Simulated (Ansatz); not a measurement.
This script drives Ansatz 0.2.0 through its Python package.

`scan_algeh5ssi.py`:
```python
"""Potential curve of AlGeH5SSi along one bond."""

from dataclasses import dataclass

import ansatz
from ase import Atoms
import numpy as np


@dataclass
class Options:
    basis_set: str = "def2-SVP"
    functional: str = "pbe"


settings = Options()

atoms = Atoms(["S", "Si", "Al", "Ge", "H", "H", "H", "H", "H"], positions=[
    (-1.9187, -0.9643, 1.4459),
    (-1.141, 0.0605, -0.2863),
    (0.602, 1.5329, 0.2248),
    (1.0204, -0.6964, -0.8062),
    (-0.7123, -1.0084, 2.0522),
    (-2.0309, 0.3882, -1.413),
    (1.2306, 2.9077, 0.8241),
    (1.6319, -1.6942, 0.1784),
    (1.4066, -0.5722, -2.2371),
])
algeh5ssi = ansatz.Crystal.molecule_from_ase(atoms)

symbols = [site.symbol for site in algeh5ssi.cartesian_sites]
start = np.array([site.position_ang for site in algeh5ssi.cartesian_sites])
axis = (start[6] - start[2]) / np.linalg.norm(start[6] - start[2])
moving = [6]
lengths, energies = [1.38, 1.5, 1.63, 1.79, 2.03, 2.44, 2.93, 3.58], []
for length in lengths:
    xyz = start.copy()
    xyz[moving] += (length - np.linalg.norm(start[6] - start[2])) * axis
    point = ansatz.Crystal.molecule()
    for symbol, place in zip(symbols, xyz):
        point = point.atom(symbol, place.tolist())
    calc = (
        point.calculation()
        .basis(gaussian=settings.basis_set)
        .functional(settings.functional)
    )
    r = calc.run(threads=1, backend="cpu").report
    energies.append(r["free_energy_ev"])
    print(f"r = {length:6.3f} A  E = {energies[-1]:.5f} eV  <S^2> = {abs(r['mean_field']['state']['spin_squared']):.3f}")

print("energy above the lowest point (eV):", [round(e - min(energies), 3) for e in energies])
```

It is started by `python scan_algeh5ssi.py`. How long does it take on 1 thread of Arm Neoverse V1, on a shared host, and how much memory does it need?

It took about 30 s, with a peak of 0.23 GiB, for 8 runs of the engine.

Output of `python scan_algeh5ssi.py`:
```text
r =  1.380 A  E = -81871.88453 eV  <S^2> = 0.000
r =  1.500 A  E = -81872.22685 eV  <S^2> = 0.000
r =  1.630 A  E = -81872.29849 eV  <S^2> = 0.000
r =  1.790 A  E = -81872.13766 eV  <S^2> = 0.000
r =  2.030 A  E = -81871.65626 eV  <S^2> = 0.000
r =  2.440 A  E = -81870.70557 eV  <S^2> = 0.000
r =  2.930 A  E = -81869.77175 eV  <S^2> = 0.000
r =  3.580 A  E = -81868.96801 eV  <S^2> = 0.000
energy above the lowest point (eV): [0.414, 0.072, 0.0, 0.161, 0.642, 1.593, 2.527, 3.33]
```

Caveats:
- Total energies depend on the basis set; only differences at equal settings carry meaning.
- The rest of the molecule is held rigid at a force-field or estimated start geometry, and the basis set is modest; single-reference methods fail as a bond breaks.
- The orbitals are restricted, so S² is zero by construction.
- Toward dissociation an unrestricted state can lie under the restricted one, by tenths of an eV for polar bonds under a functional and by 1 to 2 eV or more for others.
